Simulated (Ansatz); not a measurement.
Relaxation of a periodic cell of 17 atoms, W16N (host W, host structure bcc, interstitial N), to a largest force component of 0.03 eV/Å in at most 60 steps.

Theory: DFT PBE, scalar-relativistic, plane waves, PAW (Ansatz). Settings: PAW set soft_1, cutoff 420 eV, k mesh 3x3x3, gaussian smearing 0.1 eV, no spin polarisation.

```xyz
17
Lattice="6.3200 0.0000 0.0000 0.0000 6.3200 0.0000 0.0000 0.0000 6.3200" Properties=species:S:1:pos:R:3:forces:R:3
W 0.000 0.000 0.000 -4.38 0.13 -9.31
W 3.160 0.000 0.000 1.52 0.02 -0.74
W 0.000 3.160 0.000 0.04 -0.02 -0.25
W 0.000 0.000 3.160 -3.45 0.09 7.68
W 1.580 1.580 1.580 3.00 6.32 0.03
W 3.160 3.160 0.000 0.83 -0.04 -0.31
W 3.160 0.000 3.160 1.45 0.02 0.74
W 4.740 1.580 1.580 -1.50 0.81 0.01
W 0.000 3.160 3.160 0.06 -0.02 0.26
W 1.580 4.740 1.580 4.46 -8.69 0.07
W 1.580 1.580 4.740 -0.07 0.28 -0.01
W 3.160 3.160 3.160 0.85 -0.04 0.35
W 4.740 4.740 1.580 -1.60 -0.82 0.01
W 4.740 1.580 4.740 -0.84 0.39 -0.03
W 1.580 4.740 4.740 -0.05 -0.26 -0.01
W 4.740 4.740 4.740 -0.82 -0.34 -0.03
N 0.761 -0.038 1.557 0.51 2.15 1.53
```

Problem. Where does it end, and by what steps?

Solution. The run converged. Limits of this set-up: coarse k mesh, odd electron count without spin, a small cell, in which the defect meets its images, a typed lattice constant that wasn't relaxed here. After 10 steps the energy has fallen by 3.324 eV; N17 moved furthest, 0.72 Å. The start is strongly strained (largest force component 9 eV/Å).

```
step  energy less start (eV)  largest force component (eV/Å)  accepted
   0                  0.0000                           9.310       yes
   1                 -1.3043                           2.926       yes
   2                 -2.6609                           0.897       yes
   3                 -2.7521                           0.664       yes
   4                 -2.8589                           1.435       yes
   5                 -3.0110                           1.648       yes
   6                 -3.0898                           1.918       yes
   7                 -3.2924                           1.165       yes
   8                 -3.3210                           0.207       yes
   9                 -3.3237                           0.042       yes
  10                 -3.3240                           0.006       yes
```

```xyz
17
Lattice="6.3200 0.0000 0.0000 0.0000 6.3200 0.0000 0.0000 0.0000 6.3200" Properties=species:S:1:pos:R:3
W 0.045 -0.002 -0.289
W 3.205 -0.002 -0.009
W 0.045 3.158 -0.009
W 0.045 -0.002 3.446
W 1.625 1.578 1.579
W 3.205 3.158 0.032
W 3.205 -0.002 3.166
W 4.785 1.578 1.578
W 0.045 3.158 3.166
W 1.625 4.737 1.579
W 1.681 1.634 4.738
W 3.205 3.158 3.125
W 4.784 4.737 1.578
W 4.729 1.634 4.739
W 1.681 4.682 4.738
W 4.729 4.682 4.739
N 0.045 -0.002 1.579
```

Whether the end is a true minimum wasn't checked by a vibrational analysis.

The run took 2.2 min on 4 threads of Arm Neoverse V1 (shared host), peak memory 1.1 GiB.
